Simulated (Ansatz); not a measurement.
GaF:

```
Ga F
1.0
     3.16592    0.00000    0.00000
     0.00000    3.16592    0.00000
     0.00000    0.00000    3.16592
Ga F
1 1
Direct
  0.00000 0.00000 0.00000
  0.50000 0.50000 0.50000
```

The cell was built by a generator and needn't be a form met in nature.

Base run:

| Quantity | Value |
| --- | --- |
| Program | Ansatz 0.2.0 |
| Functional | r2SCAN0 |
| Potentials or basis | Ansatz PAW |
| Cutoff | 500 eV (not typed: the program's choice for these potentials) |
| k mesh | 5 × 5 × 5 |
| Occupations | fermi-dirac, width 0.05 eV |
| Spin | no spin polarisation |

Its results: band gap on the k mesh 3.72 eV, indirect (least direct gap 4.67 eV); pressure -1.7 GPa.

Problem. After a change of settings the same cell gave: band gap on the k mesh 2.28 eV, indirect (least direct gap 2.75 eV); pressure -3.9 GPa. Which change was it?
A. functional from r2SCAN0 to BLYP; cutoff from 500 eV (not typed: the program's choice for these potentials) to 420 eV (not typed: the program's choice for these potentials)
B. functional from r2SCAN0 to RPBE; cutoff from 500 eV (not typed: the program's choice for these potentials) to 420 eV (not typed: the program's choice for these potentials)
C. functional from r2SCAN0 to PBEsol; cutoff from 500 eV (not typed: the program's choice for these potentials) to 420 eV (not typed: the program's choice for these potentials)
D. functional from r2SCAN0 to revPBE; cutoff from 500 eV (not typed: the program's choice for these potentials) to 420 eV (not typed: the program's choice for these potentials)

Solution. C.

r2SCAN0 gives the wider gap, since exact exchange removes part of the self-interaction.

Caveats: odd divisions of the mesh miss points on the zone boundary, where band edges often lie, so the gap on the mesh can be too wide; the PAW data sets come from PBE, with cores solved anew for the run's functional, which leaves a small shift of forces and pressure; the density of states is complete only up to the lowest level of the last band computed; the thresholds are loose for stress (some runs).

Runs at the PBE level aren't shown here.
